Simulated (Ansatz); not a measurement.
Write a Python script for the Ansatz DFT code, driven from Python that makes an equation of state with a fit of VW₃, space group Fm-3m. Level of theory (first run): r2SCAN, PAW, cutoff 558 eV, 7×7×7 k-points, Fermi-Dirac smearing of 0.1 eV, collinear spin.

```yaml
crystal:
  lattice:
    - [0.00000, 3.12512, 3.12512]
    - [3.12512, 0.00000, 3.12512]
    - [3.12512, 3.12512, 0.00000]
  atoms:
    - { symbol: V, position: [0.00000, 0.00000, 0.00000] }
    - { symbol: W, position: [0.25000, 0.25000, 0.25000] }
    - { symbol: W, position: [0.75000, 0.75000, 0.75000] }
    - { symbol: W, position: [0.50000, 0.50000, 0.50000] }
```

`eos_vw3.py`
```python
"""Energy against volume for VW3, with a fit."""

import ansatz as az
from ase.eos import EquationOfState
from ase.units import GPa
import numpy as np

vectors0 = np.array([
    [0.0, 3.12512, 3.12512],
    [3.12512, 0.0, 3.12512],
    [3.12512, 3.12512, 0.0],
])
sites = [
    ("V", (0.0, 0.0, 0.0), 2.0),
    ("W", (0.25, 0.25, 0.25), 0.0),
    ("W", (0.75, 0.75, 0.75), 0.0),
    ("W", (0.5, 0.5, 0.5), 0.0),
]


def crystal_on(cell):
    crystal = az.Crystal(lattice=az.Lattice.of(cell))
    for symbol, position, moment in sites:
        crystal = crystal.atom(symbol, position, moment=moment or None)
    return crystal

# scale the volume, keep shape and fractions
volumes, energies, pressures = [], [], []
for scale in np.linspace(0.94, 1.06, 7):
    cell = vectors0 * scale ** (1 / 3)
    calculation = (
        crystal_on(cell).calculation()
        .functional("r2SCAN")
        .basis(41 * az.Ry)
        .occupations(az.OccupationsMethod.FERMI_DIRAC, width=0.1)  # smearing steadies the SCF of a metal
        .spin(az.SpinTreatment.COLLINEAR)  # two spin channels
        .kpoints(7, 7, 7)  # the mesh must be finer for metals
        .stress()  # positive in compression
    )
    data = calculation.run(threads=1).report
    volumes.append(abs(np.linalg.det(cell)) / len(sites))
    energies.append(data["free_energy_ev"] / len(sites))
    pressures.append(np.trace(data["stress_gpa"]) / 3)
    print(f"V = {volumes[-1]:8.4f} A^3/atom  F = {energies[-1]:.5f} eV/atom  P = {pressures[-1]:8.3f} GPa")

eos = EquationOfState(volumes, energies, eos="vinet")
v0, e0, bulk = eos.fit()
print(f"V0 = {v0:.4f} A^3/atom, E0 = {e0:.5f} eV/atom, B = {bulk / GPa:.1f} GPa")
```

```console
$ python eos_vw3.py
RunWarning: the starting moments were not kept: the SCF closed with an absolute magnetisation of 2.6e-5 μB, where they sum to 2 μB in size (1 site). That is at most 0.1 of that sum. Measured as dr2_m measures the in/out step, that magnetisation stands 1.7e-10 [...]
V =  14.3449 A^3/atom  F = -8527.28894 eV/atom  P =   19.616 GPa
V =  14.6501 A^3/atom  F = -8527.31910 eV/atom  P =   12.177 GPa
V =  14.9553 A^3/atom  F = -8527.33579 eV/atom  P =    5.454 GPa
V =  15.2605 A^3/atom  F = -8527.34030 eV/atom  P =   -0.619 GPa
V =  15.5658 A^3/atom  F = -8527.33380 eV/atom  P =   -6.106 GPa
V =  15.8710 A^3/atom  F = -8527.31737 eV/atom  P =  -11.060 GPa
V =  16.1762 A^3/atom  F = -8527.29197 eV/atom  P =  -15.531 GPa
V0 = 15.2279 A^3/atom, E0 = -8527.34036 eV/atom, B = 291.0 GPa
```
(Warnings from the package without file and line, shortened, repeats left out.)

A third-order Birch-Murnaghan fit through the 7 points (the script's own form differs a little) has its minimum at 15.23 Å³ an atom, 0.2 % below the typed cell, with a bulk modulus of 291 GPa and dB/dP = 4.1. From that minimum the energy rises by 51.4 meV an atom on the compressed side and 48.4 meV on the expanded side.

Absolute energies stand on the zero of these potentials, so only differences at equal settings mean something. The SCF didn't keep the moments it started from (some shrank, vanished or turned); what is printed is the state reached. For a metal this k-point mesh is coarse: on a finer one energies can move by several to tens of meV an atom and pressures by half a GPa or more, differences at one mesh by less. Pressure is positive in compression. Spin-orbit coupling, which matters for elements this heavy, is left out. r2SCAN tends to overestimate the moments of itinerant magnets. This cell is a computed structure, which may not be the phase found in nature. Run time: 3.8 min on 1 thread of Arm Neoverse V2, on a shared host, peak memory 0.74 GiB.
